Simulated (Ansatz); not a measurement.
# C2H6F2Sn: a ladder of functionals and wavefunction methods

How much do the methods differ for C2H6F2Sn? The plan is to run it at one geometry with functionals of several rungs and with coupled cluster, and see how far each lands from CCSD(T) at the basis-set limit for the atomisation energy.

The runs use Ansatz 0.2.0, Gaussian basis; functionals in def2-TZVPP, the program's frozen cores in correlated methods.

Plan: LDA (SPW92), PBE-D4, revPBE-D4, BLYP-D4, r2SCAN-D4, B97M-V, PBE0-D4, B3LYP-D4, r2SCANh-D4, r2SCAN0-D4, HSE06-D4, BHLYP-D4, CAM-B3LYP-D4, LC-ωPBE, ωB97X-V, ωB97M-V, B2PLYP, PBE-QIDH; CCSD(T)/def2-SVP; CCSD(T)/def2-TZVPP; MP2/def2-QZVPP; extrapolation to the limit; RPA on PBE.

**1. The relaxed structure**

The geometry comes from an earlier relaxation with PBE0-D4 in a triple-zeta def2 set; it is a stationary point, not always the lowest conformer. Sn takes the def2 core potential; no spin-orbit term is included.

SMILES `[CH3][Sn]([CH3])([F])[F]`, 11 atoms, charge 0, spin multiplicity 1.

Atoms are counted from 1 here; the program's logs count them from 0.

Bond lengths: C1–Sn2 2.114 Å, C1–H6 1.090 Å, C1–H7 1.090 Å, C1–H8 1.089 Å, Sn2–C3 2.114 Å, Sn2–F4 1.922 Å, Sn2–F5 1.922 Å, C3–H9 1.089 Å, C3–H10 1.090 Å, C3–H11 1.090 Å. Angles: Sn2–C1–H6 110.0°, Sn2–C1–H7 110.0°, Sn2–C1–H8 107.8°, H6–C1–H7 109.8°, H6–C1–H8 109.6°, H7–C1–H8 109.6°, C1–Sn2–C3 127.1°, C1–Sn2–F4 106.1°, C1–Sn2–F5 106.1°, C3–Sn2–F4 106.1°, C3–Sn2–F5 106.1°, F4–Sn2–F5 102.8°, Sn2–C3–H9 107.8°, Sn2–C3–H10 110.0°, Sn2–C3–H11 110.0°, H9–C3–H10 109.6°, H9–C3–H11 109.6°, H10–C3–H11 109.8°.

Coordinates:

```mol
C2H6F2Sn
  3D, bonds by distance, orders not assigned

 11 10  0  0  0  0  0  0  0  0999 V2000
   -1.8237    0.5308    0.3219 C   0  0
    0.0700    0.1274   -0.5271 Sn  0  0
    1.7441   -0.7307    0.4379 C   0  0
   -0.2610   -0.9520   -2.0826 F   0  0
    0.6809    1.7858   -1.2825 F   0  0
   -2.2771   -0.3938    0.6776 H   0  0
   -1.7192    1.2324    1.1489 H   0  0
   -2.4495    0.9704   -0.4540 H   0  0
    2.5520   -0.7933   -0.2902 H   0  0
    1.4960   -1.7292    0.7961 H   0  0
    2.0531   -0.1048    1.2744 H   0  0
  1  2  8  0
  2  3  8  0
  2  4  8  0
  2  5  8  0
  1  6  8  0
  1  7  8  0
  1  8  8  0
  3  9  8  0
  3 10  8  0
  3 11  8  0
M  END
```

**2. LDA**

This LDA is Slater exchange with PW92 correlation.

in.yaml reads:

```yaml
crystal:
  periodic: [false, false, false]
  atoms:
    - {symbol: C, position_ang: [-1.823714, 0.530810, 0.321899]}
    - {symbol: Sn, position_ang: [0.070017, 0.127364, -0.527110]}
    - {symbol: C, position_ang: [1.744059, -0.730660, 0.437867]}
    - {symbol: F, position_ang: [-0.261004, -0.951999, -2.082629]}
    - {symbol: F, position_ang: [0.680898, 1.785832, -1.282455]}
    - {symbol: H, position_ang: [-2.277111, -0.393828, 0.677583]}
    - {symbol: H, position_ang: [-1.719185, 1.232359, 1.148906]}
    - {symbol: H, position_ang: [-2.449478, 0.970375, -0.453981]}
    - {symbol: H, position_ang: [2.551973, -0.793316, -0.290237]}
    - {symbol: H, position_ang: [1.495991, -1.729237, 0.796116]}
    - {symbol: H, position_ang: [2.053055, -0.104801, 1.274442]}
basis:
  gaussian: {orbitals: def2-TZVPP}
hamiltonian: {xc: lda}
output: {orbitals: {seedname: orbitals}}
```

The runs that follow: PBE-D4 (GGA); revPBE-D4 (GGA); BLYP-D4 (GGA); r2SCAN-D4 (meta-GGA); B97M-V (meta-GGA); PBE0-D4 (hybrid); B3LYP-D4 (hybrid); r2SCANh-D4 (hybrid); r2SCAN0-D4 (hybrid); HSE06-D4 (hybrid); BHLYP-D4 (hybrid); CAM-B3LYP-D4 (range-separated); LC-ωPBE-D4 (range-separated); ωB97X-V (range-separated); ωB97M-V (range-separated); B2PLYP (double hybrid); PBE-QIDH (double hybrid); CCSD(T) in def2-SVP; CCSD(T) in def2-TZVPP; MP2 in def2-QZVPP; RPA on PBE orbitals.

**Question.** What will the summary of the whole plan be? Wanted: atomisation energy, CCSD(T)/CBS; farthest beyond LDA; mean size of error, GGA; mean size of error, meta-GGA; mean size of error, hybrid; mean size of error, range-separated; mean size of error, double hybrid; gap, smallest and largest; T1 diagnostic.

**Answer**, as computed:

```
                               quantity                                                               value
        atomisation energy, CCSD(T)/CBS                                                       4008.0 kJ/mol
 functionals within 40.1 kJ/mol (1.0 %)  PBE-D4, r2SCAN-D4, B97M-V, CAM-B3LYP-D4, LC-ωPBE, ωB97X-V, ωB97M-V
                    farthest beyond LDA                                            BHLYP-D4 (-166.6 kJ/mol)
                mean size of error, GGA                                                         50.3 kJ/mol
           mean size of error, meta-GGA                                                         20.6 kJ/mol
             mean size of error, hybrid                                                         79.8 kJ/mol
    mean size of error, range-separated                                                         27.3 kJ/mol
      mean size of error, double hybrid                                                         74.1 kJ/mol
              gap, smallest and largest                               5.81 eV (BLYP-D4), 13.15 eV (LC-ωPBE)
                          T1 diagnostic                                                              0.0128
triples share of the correlation energy                                                               3.1 %
```

**Reading.** LDA overbinds by 518.4 kJ/mol (13 %). PBE-D4 misses by +26.3 kJ/mol. Double hybrids carry the basis error of their MP2 part in triple zeta, and no dispersion term here, so their miss is partly the set-up's. The rungs meta-GGA, range-separated miss on average by less than the doubt on the reference (40.1 kJ/mol), so they tie. Misses under about 40.1 kJ/mol are within the doubt on the reference itself, which lacks core-valence correlation, spin-orbit coupling and higher excitations, and its outer-core shells are covered unevenly. All levels share the lack of spin-orbit coupling, which lowers the free heavy atoms and so the true binding. Hartree-Fock recovers 73 % of the binding; the rest is correlation. CCSD(T) in def2-SVP is off by -271.2 kJ/mol, worse than the median functional, from the basis alone. The gap grows from 5.8 to 13.1 eV across the functionals, mostly with the share of exact exchange. Correlated methods include outer-core shells of Sn, which these sets cover unevenly.
